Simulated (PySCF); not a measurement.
**HfCl2F2 (SMILES [F][Hf]([F])([Cl])[Cl]) at 6 levels**

Wanted: a comparison of 6 runs (BLYP/def2-SVP, PBE0/def2-SVP, PBE/def2-SVPD, PBE/def2-TZVP, MP2/def2-SVPD, CCSD/def2-SVPD) of HfCl2F2. Input form: a Python script.

The results are computed with PySCF 2.14.0.

1 further run of the same task is left out (set aside as unsound or not needed).

## 1. The molecule

HfCl2F2 has 5 atoms, charge 0, and is taken as a singlet. As SMILES, `[F][Hf]([F])([Cl])[Cl]`. The coordinates come from a PBE0-D4/def2-TZVP relaxation.

Bond lengths: F1–Hf2 1.886 Å, Hf2–F3 1.886 Å, Hf2–Cl4 2.331 Å, Hf2–Cl5 2.331 Å. Angles: F1–Hf2–F3 108.3°, F1–Hf2–Cl4 109.4°, F1–Hf2–Cl5 109.4°, F3–Hf2–Cl4 109.4°, F3–Hf2–Cl5 109.4°, Cl4–Hf2–Cl5 110.8°.

## 2. Energy and gradient at BLYP/def2-SVP (core potential) (run 1)

calc.py reads:

```python
# [F][Hf]([F])([Cl])[Cl]
import pyscf.grad
from pyscf import gto, dft

system = gto.M(
    atom='''
F        0.183500      -0.587100       1.835800
Hf       0.062100      -0.077800       0.024100
F        1.248000      -1.151400      -0.974500
Cl      -2.116200      -0.418400      -0.732700
Cl       0.672400       2.161200      -0.194300
''',
    max_memory=1860,
    basis='def2-svp',
    verbose=3,
    ecp={'Hf': 'def2-svp'},
)

myscf = dft.RKS(system)
myscf.xc = 'blyp'
myscf.conv_tol = 1e-10
myscf.grids.level = 5
myscf.kernel()
if not myscf.converged:
    myscf = myscf.newton().run(myscf.mo_coeff, myscf.mo_occ)

etot = myscf.e_tot
print(f'total energy: {etot:.8f} hartree')
grad = myscf.Gradients().kernel()
myscf.analyze()
```

Run with:

```sh
$ OMP_NUM_THREADS=1 python calc.py
```

The log of the run:

```text
converged SCF energy = -1167.95809741179
total energy: -1167.95809741 hartree
[... 20 lines left out ...]
MO #12  energy= -7.01425448832807  occ= 2
[... 11 lines left out ...]
MO #24  energy= -0.392684409107935 occ= 2
[... 11 lines left out ...]
MO #36  energy= -0.0473949463155738 occ= 0
[... 11 lines left out ...]
MO #48  energy= 0.455565440976317  occ= 0
[... 11 lines left out ...]
MO #60  energy= 0.725121763519326  occ= 0
[... 11 lines left out ...]
MO #72  energy= 1.03778035759846   occ= 0
[... 11 lines left out ...]
MO #84  energy= 1.74407003227244   occ= 0
[... 11 lines left out ...]
MO #96  energy= 705.317854894162   occ= 0
[... 6 lines left out ...]
Dipole moment(X, Y, Z, Debye): -0.00336,  0.00483, -0.00245
```

Wall time 30 s (1 thread of Intel Xeon at 2.70GHz, shared host); peak memory 0.94 GiB.

## 3. Energy and forces at PBE0/def2-SVP (core potential) (run 2)

run.py reads:

```python
from pyscf import gto, dft

mol = gto.Mole()
mol.atom = '''
F        0.183500      -0.587100       1.835800
Hf       0.062100      -0.077800       0.024100
F        1.248000      -1.151400      -0.974500
Cl      -2.116200      -0.418400      -0.732700
Cl       0.672400       2.161200      -0.194300
'''
mol.verbose = 4
mol.ecp = {'Hf': 'def2-svp'}
mol.spin = 0
mol.max_memory = 1860
mol.basis = 'def2-svp'
mol.charge = 0
mol.build()

mf = dft.RKS(mol)
mf.xc = 'pbe0'
mf.grids.level = 5
mf.conv_tol = 1e-10
mf.kernel()
if not mf.converged:
    mf = mf.newton().run(mf.mo_coeff, mf.mo_occ)

etot = mf.e_tot
print(f'total energy: {etot:.8f} hartree')
grad = mf.nuc_grad_method().kernel()
mf.analyze()
```

Run with:

```sh
$ OMP_NUM_THREADS=1 python run.py
```

The log of the run:

```text
PySCF version 2.14.0

[... 99 lines left out ...]
MO #5   energy= -9.54860056907836  occ= 2
[... 12 lines left out ...]
MO #18  energy= -1.15784344418697  occ= 2
[... 12 lines left out ...]
MO #31  energy= -0.369218244512428 occ= 2
[... 12 lines left out ...]
MO #44  energy= 0.188580959692001  occ= 0
[... 12 lines left out ...]
MO #57  energy= 0.698106598416972  occ= 0
[... 12 lines left out ...]
MO #70  energy= 1.06384325212356   occ= 0
[... 12 lines left out ...]
MO #83  energy= 1.73120642379553   occ= 0
[... 12 lines left out ...]
MO #96  energy= 706.863211480459   occ= 0
[... 104 lines left out ...]
Dipole moment(X, Y, Z, Debye):  0.01665, -0.01936,  0.00999
```

It took 29 s on 1 thread of Intel Xeon at 2.70GHz, shared host; peak memory 0.94 GiB.

## 4. Energy and gradient at PBE/def2-SVPD (core potential) (run 3)

calc.py reads:

```python
import pyscf.grad
from pyscf import gto, dft

mol = gto.M(
    atom='''
F    0.183500  -0.587100   1.835800
Hf   0.062100  -0.077800   0.024100
F    1.248000  -1.151400  -0.974500
Cl  -2.116200  -0.418400  -0.732700
Cl   0.672400   2.161200  -0.194300
''',
    max_memory=1860,
    basis='def2-svpd',
    spin=0,
    ecp={'Hf': 'def2-svp'},
    verbose=4,
)

myscf = dft.RKS(mol, xc='pbe')
myscf.conv_tol = 1e-10
myscf.grids.level = 5
myscf.kernel()
if not myscf.converged:
    myscf = myscf.newton().run(myscf.mo_coeff, myscf.mo_occ)

etot = myscf.e_tot
print(f'total energy: {etot:.8f} hartree')
grad = myscf.Gradients().kernel()
dip = myscf.dip_moment()
pop, q = myscf.mulliken_pop()
```

Run with:

```sh
$ OMP_NUM_THREADS=1 python calc.py
```

The log of the run:

```text
PySCF version 2.14.0

[... 80 lines left out ...]
converged SCF energy = -1167.48175289248
total energy: -1167.48175289 hartree
[... 12 lines left out ...]
Dipole moment(X, Y, Z, Debye): -0.00882,  0.01149, -0.00590
[... 141 lines left out ...]
charge of    4Cl =     -0.50479
```

It took 56 s on 1 thread of Intel Xeon at 2.70GHz, shared host; peak memory 1.5 GiB.

Runs 4 to 5 aren't shown in full; the table further down has their settings and results.

## 5. A single-point energy at CCSD/def2-SVPD (core potential) (run 6)

job.py reads:

```python
from pyscf import gto, cc

molecule = gto.M(
    atom='''
F        0.183500      -0.587100       1.835800
Hf       0.062100      -0.077800       0.024100
F        1.248000      -1.151400      -0.974500
Cl      -2.116200      -0.418400      -0.732700
Cl       0.672400       2.161200      -0.194300
''',
    basis='def2-svpd',
    verbose=4,
    ecp={'Hf': 'def2-svp'},
    max_memory=1860,
)

myscf = molecule.RHF()
myscf.conv_tol = 1e-10
myscf.kernel()
if not myscf.converged:
    myscf = myscf.newton().run(myscf.mo_coeff, myscf.mo_occ)

mycc = cc.CCSD(myscf, frozen=12)
mycc.kernel()
energy = mycc.e_tot
print('E = %.10f Eh' % energy)
myscf.analyze()
```

Run with:

```sh
$ OMP_NUM_THREADS=1 python job.py
```

The log of the run:

```text
PySCF version 2.14.0

[... 96 lines left out ...]
Two-electron Coulomb Energy =          842.352053932699960
[... 18 lines left out ...]
MO #16  energy= -1.69698710383236  occ= 2
[... 16 lines left out ...]
MO #33  energy= 0.0432168904890567 occ= 0
[... 16 lines left out ...]
MO #50  energy= 0.244397750546678  occ= 0
[... 16 lines left out ...]
MO #67  energy= 0.450216415541834  occ= 0
[... 16 lines left out ...]
MO #84  energy= 0.926914995559981  occ= 0
[... 16 lines left out ...]
MO #101 energy= 1.26208070938109   occ= 0
[... 16 lines left out ...]
MO #118 energy= 1.92275172658896   occ= 0
[... 16 lines left out ...]
MO #135 energy= 707.498873905627   occ= 0
[... 143 lines left out ...]
Dipole moment(X, Y, Z, Debye): -0.06986,  0.08552, -0.04386
```

Run time: 2.2 min. Hardware: 1 thread of Intel Xeon at 2.70GHz, shared host; peak memory 1.9 GiB.

## 6. All runs side by side

```
run                            level  integration grid  frozen core orbitals   energy (Eh)  dipole moment (D) of the reference  HOMO energy (eV)  LUMO energy (eV)  wall time
  1   BLYP/def2-SVP (core potential)                 5                     –  -1167.958097                                0.01             -8.08             -2.16       30 s
  2   PBE0/def2-SVP (core potential)                 5                     –  -1167.489577                                0.03             -9.80             -1.60       29 s
  3   PBE/def2-SVPD (core potential)                 5                     –  -1167.481753                                0.02             -8.52             -2.67       56 s
  4   PBE/def2-TZVP (core potential)                 5                     –  -1168.027951                                0.00             -8.40             -2.47       90 s
  5   MP2/def2-SVPD (core potential)                 –                    12  -1166.186776                                0.12            -13.22              1.18       65 s
  6  CCSD/def2-SVPD (core potential)                 –                    12  -1166.202341                                0.12            -13.22              1.18    2.2 min
```

## 7. Outcome

| quantity | value |
| --- | --- |
| run 6: total energy | -1166.20234 Eh |
| run 6: dipole moment (Hartree–Fock density) | 0.12 D |
| run 6: HOMO energy (Hartree–Fock orbitals) | -13.22 eV |
| run 6: LUMO energy (Hartree–Fock orbitals) | 1.18 eV |
| run 6: HOMO–LUMO gap (Hartree–Fock orbitals) | 14.40 eV |
| run 6: correlation energy (12 core orbitals frozen) | -932.6 mEh |
| run 6: T1 diagnostic | 0.016 |

Over runs 1, 2, 3, 4 the HOMO–LUMO gap runs from 5.85 eV (PBE/def2-SVPD) to 8.20 eV (PBE0/def2-SVP). The two ends differ in method and basis. Totals of different functionals can't be ranked against each other. All runs together took 6.7 min, the longest 2.2 min.
